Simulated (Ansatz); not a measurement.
# CH₃OZn radical: how energies converge with the basis set

An exercise on one series of results from a longer session: the logs are not shown, and one member is left open.

Method: one geometry, several basis sets; program: Ansatz 0.2.0, Gaussian basis.

Plan: PBE0-D4/def2-SVP; ωB97M-V/def2-SVP; PBE0-D4/def2-QZVPP; ωB97M-V/def2-QZVPP; the functionals' def2-TZVPP values are taken from earlier runs.

**The geometry**

All runs share one geometry, relaxed beforehand with PBE0-D4 in a triple-zeta def2 set.

SMILES `C[O][Zn]`, 6 atoms, charge 0, spin multiplicity 2.

Atoms are counted from 1 here; the program's logs count them from 0.

Bond lengths: C1–O2 1.397 Å, C1–H4 1.099 Å, C1–H5 1.099 Å, C1–H6 1.097 Å, O2–Zn3 1.829 Å. Angles: O2–C1–H4 113.1°, O2–C1–H5 113.1°, O2–C1–H6 108.4°, H4–C1–H5 107.7°, H4–C1–H6 107.1°, H5–C1–H6 107.1°, C1–O2–Zn3 125.4°.

Set-up of the first run:

Input file in.yaml:

```yaml
crystal:
  periodic: [false, false, false]
  atoms:
    - {symbol: C, position_ang: [0.394490, -0.135182, 0.282972]}
    - {symbol: O, position_ang: [-0.790504, 0.565496, 0.043728]}
    - {symbol: Zn, position_ang: [-1.774371, 0.487548, -1.495631]}
    - {symbol: H, position_ang: [0.266444, -1.226152, 0.243345]}
    - {symbol: H, position_ang: [1.201617, 0.131966, -0.413703]}
    - {symbol: H, position_ang: [0.744524, 0.112325, 1.293087]}
basis:
  gaussian: {orbitals: def2-SVP}
magnetization: {spin_polarized: true, initial_magnetization: 1}
hamiltonian: {xc: pbe0, dispersion: d4}
output: {orbitals: {seedname: orbitals}}
```

Steps of the session up to this table: PBE0-D4 in def2-SVP; ωB97M-V in def2-SVP; PBE0-D4 in def2-QZVPP; ωB97M-V in def2-QZVPP.

One table of the session follows, with a row left open; its other results are not shown here.

It belongs to the step «Functionals by basis». 

| functional | basis | HOMO (eV) | LUMO (eV) |
| --- | --- | --- | --- |
| PBE0-D4 | def2-SVP | -5.82 | -2.79 |
| PBE0-D4 | def2-TZVPP | -6.15 | -3.09 |
| PBE0-D4 | def2-QZVPP | ? | ? |
| ωB97M-V | def2-SVP | -7.90 | -1.21 |
| ωB97M-V | def2-TZVPP | -8.24 | -1.43 |
| ωB97M-V | def2-QZVPP | -8.25 | -1.53 |

**Question.** Estimate the row for PBE0-D4, def2-QZVPP.

**Answer.** HOMO (eV): -6.14; LUMO (eV): -3.09. In the column «HOMO (eV)» it lies between PBE0-D4, def2-TZVPP (-6.15) and PBE0-D4, def2-SVP (-5.82).
